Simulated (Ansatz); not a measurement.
# CH5ClNSTa: up Jacob's ladder to CCSD(T)

The task here is to estimate one member of a computed series from the others.

The runs use Ansatz 0.2.0, Gaussian basis; functionals in def2-TZVPP, the program's frozen cores in correlated methods.

Levels to be run: LDA (SPW92), PBE-D4, revPBE-D4, BLYP-D4, r2SCAN-D4, B97M-V, PBE0-D4, B3LYP-D4, r2SCANh-D4, r2SCAN0-D4, HSE06-D4, BHLYP-D4, CAM-B3LYP-D4, LC-ωPBE, ωB97X-V, ωB97M-V, B2PLYP, PBE-QIDH; CCSD(T)/def2-SVP; CCSD(T)/def2-TZVPP; MP2/def2-QZVPP; extrapolation to the limit; RPA on PBE.

## The relaxed structure

The geometry comes from an earlier relaxation with PBE0-D4 in a triple-zeta def2 set; it is a stationary point, not always the lowest conformer. Ta takes the def2 core potential; no spin-orbit term is included.

10 atoms, charge 0, spin multiplicity 1.

Atoms are counted from 1 here; the program's logs count them from 0.

Bond lengths: C1–Ta2 2.142 Å, C1–H6 1.097 Å, C1–H7 1.093 Å, C1–H8 1.096 Å, Ta2–N3 1.950 Å, Ta2–S4 2.154 Å, Ta2–Cl5 2.304 Å, N3–H9 1.013 Å, N3–H10 1.009 Å. Angles: Ta2–C1–H6 110.1°, Ta2–C1–H7 112.6°, Ta2–C1–H8 109.2°, H6–C1–H7 108.6°, H6–C1–H8 108.4°, H7–C1–H8 107.9°, C1–Ta2–N3 105.4°, C1–Ta2–S4 105.6°, C1–Ta2–Cl5 107.7°, N3–Ta2–S4 107.3°, N3–Ta2–Cl5 114.7°, S4–Ta2–Cl5 115.4°, Ta2–N3–H9 123.0°, Ta2–N3–H10 126.4°, H9–N3–H10 110.5°.

The first run:

File in.yaml:

```yaml
crystal:
  periodic: [false, false, false]
  atoms:
    - {symbol: C, position_ang: [-1.429252, -0.610323, -0.016686]}
    - {symbol: Ta, position_ang: [0.349193, 0.447493, -0.572054]}
    - {symbol: N, position_ang: [1.594549, 0.178229, 0.904726]}
    - {symbol: S, position_ang: [1.139876, -0.606193, -2.275629]}
    - {symbol: Cl, position_ang: [-0.233319, 2.644556, -0.951054]}
    - {symbol: H, position_ang: [-1.852851, -0.179776, 0.898981]}
    - {symbol: H, position_ang: [-1.248809, -1.674906, 0.149741]}
    - {symbol: H, position_ang: [-2.170147, -0.515089, -0.818857]}
    - {symbol: H, position_ang: [1.492459, 0.635153, 1.802598]}
    - {symbol: H, position_ang: [2.441602, -0.370344, 0.881235]}
basis:
  gaussian: {orbitals: def2-TZVPP}
hamiltonian: {xc: lda}
output: {orbitals: {seedname: orbitals}}
```

Run with:

```console
$ ansatz run in.yaml --threads 2 --pin off --events-out ev --progress --plain --max-ram 32768MiB --backend cuda --devices 0, --max-vram 18GiB
```

Among the steps run: LDA; PBE-D4 (GGA); revPBE-D4 (GGA); BLYP-D4 (GGA); r2SCAN-D4 (meta-GGA); B97M-V (meta-GGA); B3LYP-D4 (hybrid); r2SCANh-D4 (hybrid); r2SCAN0-D4 (hybrid); HSE06-D4 (hybrid); BHLYP-D4 (hybrid); CAM-B3LYP-D4 (range-separated); LC-ωPBE (range-separated); ωB97X-V (range-separated); ωB97M-V (range-separated); B2PLYP (double hybrid); PBE-QIDH (double hybrid).

One table of the session follows, with a row left open; its other results are not shown here.

It belongs to the step «Orbital energies across the functionals». 

| functional | HOMO (eV) | LUMO (eV) | gap (eV) |
| --- | --- | --- | --- |
| LDA (SPW92) | -6.58 | -2.97 | 3.61 |
| PBE-D4 | -6.42 | -2.76 | 3.66 |
| revPBE-D4 | ? | ? | ? |
| BLYP-D4 | -6.23 | -2.62 | 3.62 |
| r2SCAN-D4 | -6.69 | -2.63 | 4.06 |
| B97M-V | -6.70 | -2.56 | 4.14 |
| PBE0-D4 | -7.57 | -1.95 | 5.61 |
| B3LYP-D4 | -7.31 | -2.14 | 5.17 |
| r2SCANh-D4 | -7.11 | -2.32 | 4.79 |
| r2SCAN0-D4 | -7.74 | -1.86 | 5.88 |
| HSE06-D4 | -7.17 | -2.33 | 4.84 |
| BHLYP-D4 | -8.52 | -0.96 | 7.56 |
| CAM-B3LYP-D4 | -8.80 | -0.85 | 7.96 |
| LC-ωPBE | -10.15 | 0.25 | 10.40 |
| ωB97X-V | -9.81 | 0.18 | 9.99 |
| ωB97M-V | -9.67 | 0.13 | 9.79 |

Estimate the missing values for revPBE-D4.

The run gave: HOMO (eV): -6.36; LUMO (eV): -2.68; gap (eV): 3.68. In the column «HOMO (eV)» it lies between PBE-D4 (-6.42) and BLYP-D4 (-6.23).
